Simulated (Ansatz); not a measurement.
# FH₄NOSi: basis-set convergence

Aim: see how fast density functionals and correlated methods converge with the basis set for FH₄NOSi.

Computed with Ansatz 0.2.0, Gaussian basis. Level: one geometry, several basis sets.

The runs, in order: PBE0-D4/def2-SVP; ωB97M-V/def2-SVP; PBE0-D4/def2-QZVPP; ωB97M-V/def2-QZVPP; CCSD(T)/cc-pV(D+d)Z; CCSD(T)/cc-pV(T+d)Z; CCSD(T)/cc-pV(Q+d)Z; the functionals' def2-TZVPP values are taken from earlier runs.

## 1. The relaxed structure

The geometry comes from an earlier relaxation with PBE0-D4 in a triple-zeta def2 set; it is a stationary point, not always the lowest conformer.

SMILES `N[SiH](O)F`, 8 atoms, charge 0, spin multiplicity 1.

Atoms are counted from 1 here; the program's logs count them from 0.

Bond lengths: N1–Si2 1.699 Å, N1–H5 1.007 Å, N1–H6 1.006 Å, Si2–O3 1.629 Å, Si2–F4 1.596 Å, Si2–H7 1.474 Å, O3–H8 0.959 Å. Angles: Si2–N1–H5 120.5°, Si2–N1–H6 121.6°, H5–N1–H6 111.9°, N1–Si2–O3 110.7°, N1–Si2–F4 104.3°, N1–Si2–H7 118.1°, O3–Si2–F4 112.6°, O3–Si2–H7 104.5°, F4–Si2–H7 106.9°, Si2–O3–H8 117.0°.

## 2. PBE0-D4 in def2-SVP

in.yaml

```yaml
crystal:
  periodic: [false, false, false]
  atoms:
    - {symbol: N, position_ang: [-1.012515, 0.582046, -0.115386]}
    - {symbol: Si, position_ang: [0.577270, -0.014723, -0.182209]}
    - {symbol: O, position_ang: [0.837435, -1.094232, 1.009133]}
    - {symbol: F, position_ang: [0.694220, -0.665777, -1.634396]}
    - {symbol: H, position_ang: [-1.468789, 0.916672, -0.948003]}
    - {symbol: H, position_ang: [-1.375530, 1.022013, 0.713586]}
    - {symbol: H, position_ang: [1.685453, 0.948658, -0.055295]}
    - {symbol: H, position_ang: [0.154655, -1.751755, 1.156869]}
basis:
  gaussian: {orbitals: def2-SVP}
hamiltonian: {xc: pbe0, dispersion: d4}
output: {orbitals: {seedname: orbitals}}
```

On the command line:

```console
$ ansatz run in.yaml --threads 2 --pin off --events-out ev --progress --plain --max-ram 22528MiB --backend cpu
```

After this run come: ωB97M-V in def2-SVP; PBE0-D4 in def2-QZVPP; ωB97M-V in def2-QZVPP; CCSD(T) in cc-pV(D+d)Z; CCSD(T) in cc-pV(T+d)Z; CCSD(T) in cc-pV(Q+d)Z.

Before running them: what should the planned runs give, taken together? Wanted: MP2 correlation recovered, cc-pV(D+d)Z; MP2 correlation recovered, cc-pV(T+d)Z; MP2 correlation recovered, cc-pV(Q+d)Z; CCSD(T) limit from def2 sets; PBE0-D4: double and triple zeta above quadruple; ωB97M-V: double and triple zeta above quadruple.

The runs gave:

| quantity | value |
| --- | --- |
| MP2 correlation recovered, cc-pV(D+d)Z | 67.8 % |
| MP2 correlation recovered, cc-pV(T+d)Z | 87.6 % |
| MP2 correlation recovered, cc-pV(Q+d)Z | 94.8 % |
| CCSD(T) limit from def2 sets (earlier runs) less the limit of this series | -1 meV |
| PBE0-D4: double and triple zeta above quadruple | 11.81, 0.67 eV |
| ωB97M-V: double and triple zeta above quadruple | 11.96, 0.63 eV |

**Reading.** For PBE0-D4 the step from double to triple zeta gains 11.14 eV and the next only 0.67 eV. In cc-pV(D+d)Z MP2 holds 68 % of its limit, in cc-pV(Q+d)Z 95 %, while Hartree-Fock is within 0.209 eV in the largest set. A limit from the def2 sets, made apart, differs by 1 meV, a least measure of the doubt on such a limit. These are total energies; as a rule much of such shifts cancels in differences, which this series doesn't test. The LUMO of ωB97M-V is positive and keeps falling with the basis (3.11 to 1.59 eV): an unbound level that the basis holds in place.
